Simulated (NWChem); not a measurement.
# doublet HBr+: levels of theory compared

We compute a comparison of 6 runs (U-r2SCAN/cc-pVTZ, UM06-2X/cc-pVTZ, UB3LYP/6-31G*, UB3LYP/cc-pVTZ, UPBE0/cc-pVTZ, UCCSD(T)/cc-pVTZ) of doublet HBr+. 

Program for the calculation: NWChem 7.3.0.

25 further runs of the same task are left out: 25 set aside as unsound or not needed.

## (1) The structure to begin with

HBr+ has 2 atoms, charge +1, and is taken as a doublet. As SMILES of the parent species, `Br`. Geometry: relaxed at PBE0-D4/def2-TZVP. That shape belongs to the parent species and isn't relaxed for this state.

Bond lengths: Br1–H2 1.420 Å.

## (2) The energy at U-r2SCAN/cc-pVTZ (run 1)

run.py

```python
from ase import Atoms
from ase.calculators.nwchem import NWChem

system = Atoms(['Br', 'H'], positions=[
    [-0.603220, 0.217960, -0.305050],
    [0.603220, -0.217960, 0.305050],
])

calc = NWChem(
    label='nw',
    theory='dft',
    memory='2200 mb',
    basis='cc-pVTZ',
    basispar='spherical bse',
    charge=1,
    dft={'xc': 'r2scan', 'mult': '2', 'grid': 'xfine', 'convergence': 'energy 1e-08', 'iterations': '100', 'mulliken': None, 'print': 'low'},
    task='energy',
)
system.calc = calc

print(f"energy = {system.get_potential_energy():.6f} eV")
```

On the command line:

```
$ export ASE_NWCHEM_COMMAND="nwchem PREFIX.nwi > PREFIX.nwo"
$ python run.py
```

What it wrote:

```text
energy = -70051.763141 eV
```

The calculator wrote nw.nwi:

```
title "nw"

permanent_dir nw

scratch_dir nw

start nw

geometry units angstrom nocenter noautosym noautoz
  Br -6.0321999999999998e-01 2.1795999999999999e-01 -3.0504999999999999e-01
  H  6.0321999999999998e-01 -2.1795999999999999e-01 3.0504999999999999e-01
end

charge 1

memory 2200 mb

basis spherical bse noprint
   * library cc-pVTZ
end

dft
  xc r2scan
  mult 2
  grid xfine
  convergence energy 1e-08
  iterations 100
  mulliken
  print low
end

task dft energy
```

nw.nwo, cut to the lines that bear on the results:

```text
[...]
         Total DFT energy =    -2574.354833624965
      One electron energy =    -3594.678299336864
           Coulomb energy =     1098.634515649288
    Exchange-Corr. energy =      -91.349800889308
 Nuclear repulsion energy =       13.038750951919
[... 18 lines left out ...]
    Atom       Charge   Shell Charges
 -----------   ------   -------------------------------------------------------
[...]
      <S2> =      0.7548 (Exact =     0.7500)
[...]
```

Wall time 40 s (1 thread of Intel Xeon 6975P-C (Granite Rapids), shared host); peak memory 0.13 GiB.

## (3) The energy at UM06-2X/cc-pVTZ (run 2)

a.xyz

```xyz
2
BrH energy
Br    -0.603220     0.217960    -0.305050
H      0.603220    -0.217960     0.305050
```

a.nw

```
START a
TITLE "BrH energy"
memory stack 880 mb heap 220 mb global 1100 mb
charge 1

GEOMETRY units angstrom noautosym nocenter noautoz
  load a.xyz
END

BASIS spherical bse
  * library cc-pVTZ
END

DFT
  xc m06-2x
  mult 2
  grid xfine
  convergence energy 1e-08
  maxiter 100
  mulliken
  print low
END

TASK dft energy
```

On the command line:

```
$ nwchem a.nw > a.out
```

What it wrote:

```text
[...]
 d= 0,ls=0.0,diis     1  -2574.0345045926 -2.59D+03  1.63D-02  2.41D+00     8.7
[...]
 d= 0,ls=0.0,diis    10  -2574.4094619567 -3.20D-09  1.80D-07  3.95D-11    53.4
[...]
         Total DFT energy =    -2574.409461956680
      One electron energy =    -3595.115951232587
           Coulomb energy =     1099.115422814178
    Exchange-Corr. energy =      -91.447684490190
 Nuclear repulsion energy =       13.038750951919
[...]
      Total Density - Mulliken Population Analysis
     ---------------------------------------------
    Atom       Charge   Shell Charges
 -----------   ------   -------------------------------------------------------
    1 Br  35    34.27   2.00  2.01  1.86  0.44  1.25  0.38  6.00  5.83  1.14  2.67  0.65  9.68  0.33  0.03  0.00
    2 H    1     0.73   0.21  0.41  0.05  0.01  0.04  0.00
[...]
      <S2> =      0.7542 (Exact =     0.7500)
[...]
```

Wall time 54 s (1 thread of Intel Xeon 6975P-C (Granite Rapids), shared host); peak memory 0.13 GiB.

Runs 3 to 5 aren't shown in full; the table further down has their settings and results.

## (4) A single-point energy at UCCSD(T)/cc-pVTZ (run 6)

m1.nw

```
start m1
title "BrH energy"
memory 2200 mb
charge 1

geometry units angstrom noautosym nocenter noautoz
  Br      -0.603220       0.217960      -0.305050
  H        0.603220      -0.217960       0.305050
end

basis spherical bse
  * library cc-pVTZ
end

scf
  nopen 1
  uhf
  thresh 1e-08
  maxiter 80
end

tce
  scf
  ccsd(t)
  freeze core 9
  maxiter 60
end

task tce energy
```

On the command line:

```
$ nwchem m1.nw > m1.out
```

What it wrote:

```text
[...]
  functions       =    57
[...]
  wavefunction    = UHF
[...]
         Total SCF energy =  -2572.656114771603
      One electron energy =  -3595.403858267084
      Two electron energy =   1009.708992543562
 Nuclear repulsion energy =     13.038750951919
                       Sz =      0.5000
                 Sz(Sz+1) =      0.7500
                      S^2 =      0.7601
[...]
         Wavefunction type : Unrestricted Hartree-Fock
          No. of electrons :    35
[...]
         Spin multiplicity : doublet
[...]
 CCSD total energy / hartree       =     -2572.873886538427541
[...]
 CCSD[T] total energy / hartree       =     -2572.880596772223271
[...]
 CCSD(T) total energy / hartree       =     -2572.880416989020887
[...]
```

Wall time 1.8 min (1 thread of Intel Xeon 6975P-C (Granite Rapids), shared host); peak memory 0.38 GiB.

## (5) All runs side by side

```tsv
run	level	Cartesian functions	integration grid	energy (Eh)	⟨S²⟩	wall time
1	U-r2SCAN/cc-pVTZ	no	xfine	-2574.354834	0.755	40 s
2	UM06-2X/cc-pVTZ	no	xfine	-2574.409462	0.754	54 s
3	UB3LYP/6-31G* (Cartesian functions)	yes	xfine	-2574.048954	0.752	4.5 s
4	UB3LYP/cc-pVTZ	no	xfine	-2574.402557	0.753	40 s
5	UPBE0/cc-pVTZ	no	xfine	-2574.074211	0.754	42 s
6	UCCSD(T)/cc-pVTZ	no	–	-2572.880417	0.760	1.8 min
```

## (6) Summary of results

| quantity | value |
| --- | --- |
| run 6: total energy | -2572.88042 Eh |
| run 6: HOMO energy (Hartree–Fock orbitals) (highest over α and β) | -20.77 eV |
| run 6: LUMO energy (Hartree–Fock orbitals) (lowest over α and β) | -9.68 eV |
| run 6: correlation energy (9 core orbitals frozen) | -224.3 mEh |
| run 6: (T) correction | -6.53 mEh |
| run 6: ⟨S²⟩ of the reference determinant | 0.760 |

In words: Totals of different functionals can't be ranked against each other. All runs together took 4.8 min, the longest 1.8 min.
